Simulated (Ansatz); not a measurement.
# AlF3 (SMILES F[Al](F)F) at 6 levels

We compute a comparison of 6 runs (HF/6-311+G**, B3LYP/6-31G*, PBE/6-311+G**, wB97M-V/6-311+G**, CCSD/6-311+G**, CCSD(T)/6-311+G**) of AlF3. 

Program for the calculation: Ansatz 0.2.0.

39 further runs of the same task are left out: 39 set aside as unsound or not needed.

### Step 1. The structure to begin with

The species is AlF3 (4 atoms), meant as a singlet with charge 0. SMILES: `F[Al](F)F`. The Al2–F3 distance was set to 2.443 Å, away from the relaxed value.

Bond lengths: F1–Al2 1.629 Å, Al2–F4 1.629 Å. Angles: F1–Al2–F4 120.0°.

### Step 2. A single-point energy at HF/6-311+G(d,p) (run 1)

File job.yaml:

```yaml
crystal:
  periodic: [false, false, false]
  atoms:
    - {symbol: F, position_ang: [1.579744, -0.416345, 1.405214]}
    - {symbol: Al, position_ang: [0.720334, 0.306235, 0.225044]}
    - {symbol: F, position_ang: [-1.440740, -0.612530, -0.450110]}
    - {symbol: F, position_ang: [1.301664, 1.641375, -0.504996]}
basis:
  gaussian: {orbitals: 6-311+G_st__st_-spherical.json}
accuracy: high
output: {orbitals: {seedname: orbitals}}
hamiltonian: {xc: hf}
```

The basis set 6-311+G** is read from a file made from the Basis Set Exchange's data (not shown).

On the command line:

```bash
$ ansatz run job.yaml --threads 1 --pin off --max-ram 3480MiB --events-out events.jsonl --progress --plain --runs-dir runs
```

The log of the run:

```text
Warning: RAYON_NUM_THREADS=1 ignored (pool sized by the plan → 1); use --threads N
Functional definition: HF
  name "HF"
  exchange = exact_x
  correlation = 0
1626 factors; integrals over basis functions are off by at most 8.9e-9 eV
mean field evaluation 1: about -14700.8404 eV, gradient 5.3e1 eV
mean field evaluation 2: about -14700.8537 eV, gradient 5.3e1 eV
mean field evaluation 4: about -14705.5386 eV, gradient 3.5e0 eV
mean field evaluation 8: about -14705.5851 eV, gradient 4.6e-1 eV
mean field evaluation 16: about -14705.5869 eV, gradient 1.8e-8 eV
mean field -14705.58690847 eV, -540.4203510813 hartree, gradient 1.9e-8 eV, S^2 0.000000; 0 other end points of the search recorded, 0 dependent functions left out
reference -14705.58690847 eV, -540.4203510813 hartree; 20, 20 occupied and 76, 76 virtual orbitals, 1626 factors
Total energy: -14705.58690847 eV, -540.4203510813 hartree
```

Run time: 1.5 s. Hardware: 1 thread of Arm Neoverse V2, shared host; peak memory 0.21 GiB.

### Step 3. The energy at B3LYP/6-31G(d) (Cartesian functions) (run 2)

File run.yaml:

```yaml
crystal:
  periodic: [false, false, false]
  atoms:
    - {symbol: F, position_ang: [1.579744, -0.416345, 1.405214]}
    - {symbol: Al, position_ang: [0.720334, 0.306235, 0.225044]}
    - {symbol: F, position_ang: [-1.440740, -0.612530, -0.450110]}
    - {symbol: F, position_ang: [1.301664, 1.641375, -0.504996]}
basis:
  gaussian:
    orbitals: "6-31G*"
hamiltonian:
  xc: {name: B3LYP}
accuracy: high
output:
  orbitals: {seedname: orbitals}
```

On the command line:

```bash
$ ansatz run run.yaml --threads 1 --pin off --max-ram 3480MiB --events-out events.jsonl --progress --plain --runs-dir runs
```

The log of the run:

```text
Warning: RAYON_NUM_THREADS=1 ignored (pool sized by the plan → 1); use --threads N
Functional definition: B3LYP
  name "B3LYP"
  parameter a0 = 0.2
  parameter ax = 0.72
  parameter ac = 0.81
  exchange = (1 - a0 - ax)*slater_x + ax*b88_x + a0*exact_x
  correlation = (1 - ac)*vwn_rpa_c + ac*lyp_c
1148 factors; integrals over basis functions are off by at most 2.8e-9 eV
mean field evaluation 1: about -14742.4300 eV, gradient 6.4e1 eV
mean field evaluation 2: about -14627.7950 eV, gradient 2.3e2 eV
mean field evaluation 4: about -14749.2529 eV, gradient 1.8e1 eV
mean field evaluation 8: about -14749.7573 eV, gradient 3.5e-1 eV
mean field evaluation 16: about -14749.7576 eV, gradient 2.0e-5 eV
mean field -14749.75755637 eV, -542.0435924519 hartree, gradient 4.8e-8 eV, S^2 0.000000; 0 other end points of the search recorded, 0 dependent functions left out
reference -14749.75759250 eV, -542.0435937795 hartree; 20, 20 occupied and 44, 44 virtual orbitals, 1148 factors
Total energy: -14749.75759250 eV, -542.0435937795 hartree
```

Run time: 2.8 s. Hardware: 1 thread of Arm Neoverse V2, shared host; peak memory 0.16 GiB.

Runs 3 to 5 aren't shown in full; the table further down has their settings and results.

### Step 4. A single-point energy at CCSD(T)/6-311+G(d,p) (run 6)

run.yaml, as its differences from that of step 3:

```diff
@@ -9,7 +9,8 @@
   gaussian:
-    orbitals: "6-31G*"
-hamiltonian:
-  xc: {name: B3LYP}
+    orbitals: 6-311+G_st__st_-spherical.json
+correlation:
+  method: ccsd_t
+  frozen_orbitals: {Al: 5, F: 1}
 accuracy: high
-output:
-  orbitals: {seedname: orbitals}
+scf:
+  omitted_lower_state_checks: [cluster_reference, increment]
```

The basis set 6-311+G** is read from a file made from the Basis Set Exchange's data (not shown).

On the command line:

```bash
$ ansatz run run.yaml --threads 1 --pin off --max-ram 3480MiB --events-out events.jsonl --progress --plain --runs-dir runs
```

The log of the run:

```text
Warning: RAYON_NUM_THREADS=1 ignored (pool sized by the plan → 1); use --threads N
[... 12 lines left out ...]
8 core orbitals not correlated: weight in the atoms' cores, before any rotation towards them, 1.000 or more for the frozen orbitals, at most 0.000 for the correlated occupied ones
[... 26 lines left out ...]
Total energy: -14725.08559543 eV, -541.1369146105 hartree
Checks for a lower state left out: cluster_reference, increment
```

Wall time 18 s (1 thread of Arm Neoverse V2, shared host); peak memory 0.56 GiB.

### Step 5. Overview of the runs

| run | level | Cartesian functions | frozen core orbitals | energy (Eh) | HOMO energy (eV) | LUMO energy (eV) | HOMO–LUMO gap (eV) | wall time |
| --- | --- | --- | --- | --- | --- | --- | --- | --- |
| 1 | HF/6-311+G** | no | – | -540.420351 | -14.19 | -1.00 | 13.19 | 1.5 s |
| 2 | B3LYP/6-31G* (Cartesian functions) | yes | – | -542.043594 | -8.27 | -3.62 | 4.65 | 2.8 s |
| 3 | PBE/6-311+G** | no | – | -541.757362 | -7.68 | -4.89 | 2.79 | 3.3 s |
| 4 | wB97M-V/6-311+G** | no | – | -542.084990 | -12.13 | -2.18 | 9.94 | 40 s |
| 5 | CCSD/6-311+G** | no | 8 | -541.117292 | – | – | – | 13 s |
| 6 | CCSD(T)/6-311+G** | no | 8 | -541.136915 | – | – | – | 18 s |

### Step 6. Results

| quantity | value |
| --- | --- |
| run 6: total energy | -541.13691 Eh |
| run 6: correlation energy (8 core orbitals frozen) | -716.6 mEh |
| run 6: (T) correction | -19.62 mEh |
| run 6: T1 diagnostic | 0.022 |

**Reading.** Below the HF energy at the same shape and in the same basis (6-311+G**): CCSD -696.9 mEh; CCSD(T) -716.6 mEh. Over runs 1, 2, 3, 4 the HOMO–LUMO gap runs from 2.79 eV (PBE/6-311+G**) to 13.19 eV (HF/6-311+G**). Exact exchange widens orbital gaps. Totals of different functionals can't be ranked against each other. All runs together took 78 s, the longest 40 s.
